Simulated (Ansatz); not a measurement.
Task: harmonic frequencies at the relaxed geometry of GaH3S3, SMILES [SH][Ga]([SH])[SH], with Ansatz 0.2.0 through its Python package. Give the script and its output. Use (for the species named): PBE0, def2-SVP basis, multiplicity 1.

```yaml
atoms:
  - { symbol: S, position_ang: [0.4419, 1.6644, -1.1232] }
  - { symbol: Ga, position_ang: [-0.0765, 0.0677, 0.5621] }
  - { symbol: S, position_ang: [-1.7476, 0.2240, 0.9859] }
  - { symbol: S, position_ang: [1.6419, -0.4054, 1.1672] }
  - { symbol: H, position_ang: [0.1946, 0.4874, -1.8343] }
  - { symbol: H, position_ang: [-1.6246, -0.7711, 0.0220] }
  - { symbol: H, position_ang: [1.2316, -1.3351, 0.1746] }
```

`gah3s3.py`:
```python
"""Harmonic frequencies of GaH3S3 at its relaxed geometry."""

from dataclasses import dataclass
import itertools
import warnings

import ansatz as az
from ase.data import atomic_numbers, covalent_radii
import numpy as np


@dataclass(frozen=True)
class Options:
    basis_set: str = "def2-SVP"
    functional: str = "pbe0"


settings = Options()

GEOMETRY = """
S     0.44190    1.66440   -1.12320
Ga   -0.07650    0.06770    0.56210
S    -1.74760    0.22400    0.98590
S     1.64190   -0.40540    1.16720
H     0.19460    0.48740   -1.83430
H    -1.62460   -0.77110    0.02200
H     1.23160   -1.33510    0.17460
"""

warnings.simplefilter("ignore", az.DeckWarning)

mol = az.Crystal.molecule()
for line in GEOMETRY.strip().splitlines():
    symbol, *xyz = line.split()
    mol = mol.atom(symbol, [float(v) for v in xyz])

setup = mol.calculation()
setup = setup.basis(gaussian=settings.basis_set)
setup = setup.functional(settings.functional)
symbols = [site.symbol for site in mol.cartesian_sites]
start = np.array([site.position_ang for site in mol.cartesian_sites], dtype=float)
report = setup.relax(force_tolerance=0.003, max_steps=100).run(threads=1, pin="off").report
end = np.array(report["positions_ang"])

# pairs closer than 1.2 times the sum of covalent radii, before or after
radius = [covalent_radii[atomic_numbers[s]] for s in symbols]
span = lambda where, i, j: np.linalg.norm(where[i] - where[j])
bonded = [(i, j) for i, j in itertools.combinations(range(len(symbols)), 2) if min(span(start, i, j), span(end, i, j)) < 1.2 * (radius[i] + radius[j])]
print("pair        before    after (A)")
for i, j in bonded:
    print(f"{symbols[i]}{i}-{symbols[j]}{j}".ljust(10), f"{span(start, i, j):8.4f} {span(end, i, j):8.4f}")
for first, second in list(itertools.combinations(bonded, 2)):
    shared = set(first) & set(second)
    if shared and symbols[(j := shared.pop())] != "H":
        i, k = sorted((set(first) | set(second)) - {j})
        u, v = end[i] - end[j], end[k] - end[j]
        angle = np.degrees(np.arccos(np.clip(u @ v / np.linalg.norm(u) / np.linalg.norm(v), -1, 1)))
        print(f"final angle {symbols[i]}{i}-{symbols[j]}{j}-{symbols[k]}{k}: {angle:.2f} deg")

# same settings at the minimum
minimum = az.Crystal.molecule()
for symbol, place in zip(symbols, end):
    minimum = minimum.atom(symbol, place.tolist())
vibrating = minimum.calculation()
vibrating = vibrating.basis(gaussian=settings.basis_set)
vibrating = vibrating.functional(settings.functional).phonons(temperatures=(298.15, 498.15, 100))
vib = vibrating.run(threads=1, pin="off").report["vibrations"]
sums = vib["harmonic_sums"]
modes = [m["omega_inv_cm"] for m in sums["modes_at_gamma"] if m["rigid_motion"] == "no"]
for number, w in enumerate(modes, start=1):
    print(f"mode {number:2d} {w:9.1f} 1/cm {w / 8065.544 * 1000:8.2f} meV")
print("imaginary modes:", sum(w < 0 for w in modes), " zero-point energy:", round(sums["zero_point_energy_ev"], 4), "eV")
print("T (K)   F_vib (eV)   S_vib (meV/K)   C_vib (meV/K)")
for row in zip(sums["temperatures_k"], sums["vibrational_free_energy_ev"], vib["entropy_ev_per_k"], vib["heat_capacity_ev_per_k"]):
    print(f"{row[0]:6.1f} {row[1]:11.4f} {1000 * row[2]:13.4f} {1000 * row[3]:15.4f}")
```

```console
$ python gah3s3.py
pair        before    after (A)
S0-Ga1       2.3787   2.2058
S0-H4        1.3972   1.3509
Ga1-S2       1.7311   2.2023
Ga1-S3       1.8823   2.1988
S2-H5        1.3908   1.3509
S3-H6        1.4205   1.3516
final angle Ga1-S0-H4: 94.79 deg
final angle S0-Ga1-S2: 123.92 deg
final angle S0-Ga1-S3: 119.26 deg
final angle S2-Ga1-S3: 116.82 deg
final angle Ga1-S2-H5: 94.52 deg
final angle Ga1-S3-H6: 93.72 deg
mode  1     103.7 1/cm    12.86 meV
mode  2     104.4 1/cm    12.95 meV
mode  3     113.9 1/cm    14.12 meV
mode  4     129.2 1/cm    16.02 meV
mode  5     227.1 1/cm    28.16 meV
mode  6     247.0 1/cm    30.63 meV
mode  7     347.4 1/cm    43.07 meV
mode  8     434.1 1/cm    53.82 meV
mode  9     436.8 1/cm    54.15 meV
mode 10     651.7 1/cm    80.80 meV
mode 11     707.1 1/cm    87.67 meV
mode 12     727.2 1/cm    90.17 meV
mode 13    2716.3 1/cm   336.77 meV
mode 14    2719.5 1/cm   337.17 meV
mode 15    2721.8 1/cm   337.46 meV
imaginary modes: 0  zero-point energy: 0.7679 eV
T (K)   F_vib (eV)   S_vib (meV/K)   C_vib (meV/K)
 298.1      0.6438        0.8832          0.7896
 398.1      0.5430        1.1247          0.8766
 498.1      0.4201        1.3274          0.9309
```

The frequencies are harmonic and unscaled, in a modest basis. The result belongs to the one conformer reached from this start, and soft torsions count as harmonic oscillators. It ran for 4.7 min on 1 thread of Arm Neoverse V1, on a shared host, peak memory 0.33 GiB.
